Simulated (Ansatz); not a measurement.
**CH7NOSn: ladder of methods at one geometry**

The task is a ladder of methods at one geometry, for CH7NOSn. SMILES: C[O][SnH2][NH2].

All numbers are computed with the Python package of Ansatz 0.2.0. The levels of theory stand in the script.

## Step 1: The system

Bond lengths: C1–O2 1.389 Å, O2–Sn3 1.973 Å, Sn3–N4 2.053 Å, C1–H5 1.129 Å, C1–H6 1.186 Å, C1–H7 1.099 Å, Sn3–H8 1.719 Å, Sn3–H9 1.805 Å, N4–H10 1.008 Å, N4–H11 0.990 Å. Angles (14 of 16 angles, heavy atoms first): C1–O2–Sn3 105.1°, O2–Sn3–N4 111.8°, O2–C1–H5 111.7°, O2–C1–H6 106.4°, O2–C1–H7 114.8°, O2–Sn3–H8 111.0°, O2–Sn3–H9 108.5°, N4–Sn3–H8 111.2°, N4–Sn3–H9 107.7°, Sn3–N4–H10 107.4°, Sn3–N4–H11 107.5°, H5–C1–H6 103.7°, H5–C1–H7 113.1°, H6–C1–H7 106.0°.

The script holds or builds the structure itself.

## Step 2: The code

ch7nosn.py

```python
# -*- coding: utf-8 -*-
"""CH7NOSn at several levels of theory."""

import warnings

import ansatz as az


def main():
    warnings.simplefilter("ignore", az.DeckWarning)

    geometry_ang = [
        ("C", (-0.44, 1.6727, 0.2365)),
        ("O", (-1.1537, 0.622, 0.7997)),
        ("Sn", (0.0131, -0.9572, 0.6033)),
        ("N", (0.1676, -1.5511, -1.3561)),
        ("H", (-0.3015, 1.5349, -0.875)),
        ("H", (-1.1346, 2.6303, 0.3172)),
        ("H", (0.4923, 1.9292, 0.7597)),
        ("H", (-0.5245, -2.2484, 1.6033)),
        ("H", (1.6681, -0.5211, 1.1782)),
        ("H", (0.7432, -2.3785, -1.3758)),
        ("H", (0.5355, -0.7897, -1.8705)),
    ]
    ch7nosn = az.Crystal.molecule()
    for symbol, xyz in geometry_ang:
        ch7nosn = ch7nosn.atom(symbol, xyz)

    calculation = ch7nosn.calculation().basis(gaussian="def2-SVP")

    methods = ["mp2", "ccsd", "ccsd_t"]
    reports = [calculation.correlation(m).run().report for m in methods]
    print(f"Hartree-Fock reference {reports[0]['reference_energy_ev'] / 27.211386246:.6f} Ha")
    best = reports[-1]["free_energy_ev"] - reports[-1]["reference_energy_ev"]
    for method, each in zip(methods, reports):
        gained = each["free_energy_ev"] - each["reference_energy_ev"]
        print(f"{method:8s} total {each['free_energy_ev'] / 27.211386246:.6f} Ha  correlation {gained:9.4f} eV  ({100 * gained / best:.1f} % of the last)")


if __name__ == "__main__":
    main()
```

## Step 3: What the engine is handed

The engine receives this input (first run):

```yaml
crystal:
  periodic: [false, false, false]
  atoms:
    - { symbol: C, position_ang: [-0.44, 1.6727, 0.2365] }
    - { symbol: O, position_ang: [-1.1537, 0.622, 0.7997] }
    - { symbol: Sn, position_ang: [0.0131, -0.9572, 0.6033] }
    - { symbol: "N", position_ang: [0.1676, -1.5511, -1.3561] }
    - { symbol: H, position_ang: [-0.3015, 1.5349, -0.875] }
    - { symbol: H, position_ang: [-1.1346, 2.6303, 0.3172] }
    - { symbol: H, position_ang: [0.4923, 1.9292, 0.7597] }
    - { symbol: H, position_ang: [-0.5245, -2.2484, 1.6033] }
    - { symbol: H, position_ang: [1.6681, -0.5211, 1.1782] }
    - { symbol: H, position_ang: [0.7432, -2.3785, -1.3758] }
    - { symbol: H, position_ang: [0.5355, -0.7897, -1.8705] }
basis:
  gaussian:
    orbitals: def2-SVP
correlation:
  method: mp2
```

## Step 4: The run

Started as:

```console
$ python ch7nosn.py
```

Standard output:

```text
Hartree-Fock reference -384.420857 Ha
mp2      total -385.048086 Ha  correlation  -17.0678 eV  (90.9 % of the last)
ccsd     total -385.092980 Ha  correlation  -18.2894 eV  (97.4 % of the last)
ccsd_t   total -385.111079 Ha  correlation  -18.7819 eV  (100.0 % of the last)
```

Wall time 45 s (1 thread of Arm Neoverse V1, shared host); peak memory 0.58 GiB.

## Step 5: Inputs of later runs

The engine's inputs for the other runs:

Run 2, against run 1:

```diff
@@ -19 +19 @@
-  method: mp2
+  method: ccsd
```

Run 3, against run 1:

```diff
@@ -19 +19 @@
-  method: mp2
+  method: ccsd_t
```

Lines on the test bed's own set-up are left out of the output.

A comment line of the script is reworded here; the code is as run.

## Step 6: The runs side by side

From the records of these 3 runs:

```
run  method  energy (eV)  iterations in all  CPU time (s)
  1     mp2  -10477.6922                 11           2.8
  2    ccsd  -10478.9138                 18            14
  3  ccsd_t  -10479.4063                 18            28
```

Correlation energies (total less mean field):

```
method  correlation (eV)  share of the last  miss against the last (eV)  CPU time (s)
   mp2           -17.068             90.9 %                      +1.714           2.8
  ccsd           -18.289             97.4 %                      +0.493            14
ccsd_t           -18.782            100.0 %                      +0.000            28
```

## Step 7: Summary of results

```
                    quantity       value
               runs compared           3
correlation energy, last run  -18.782 eV
```

In words: mp2 catches 91 % of the correlation energy of ccsd_t. The dearest, run 3 (ccsd_t), took some 9.8 times as long as run 1 (mp2). What to keep in mind:
- The geometry is a force-field or estimated start, not a minimum of this method, and the basis set is short of its limit. A lower total doesn't mark the better method: functionals have no common bound, and MP2 and coupled cluster aren't variational.
- def2 sets replace the cores of elements past krypton by effective core potentials.
- Inner cores stay frozen; a filled d shell under the valence of the heavier atoms is correlated with it.
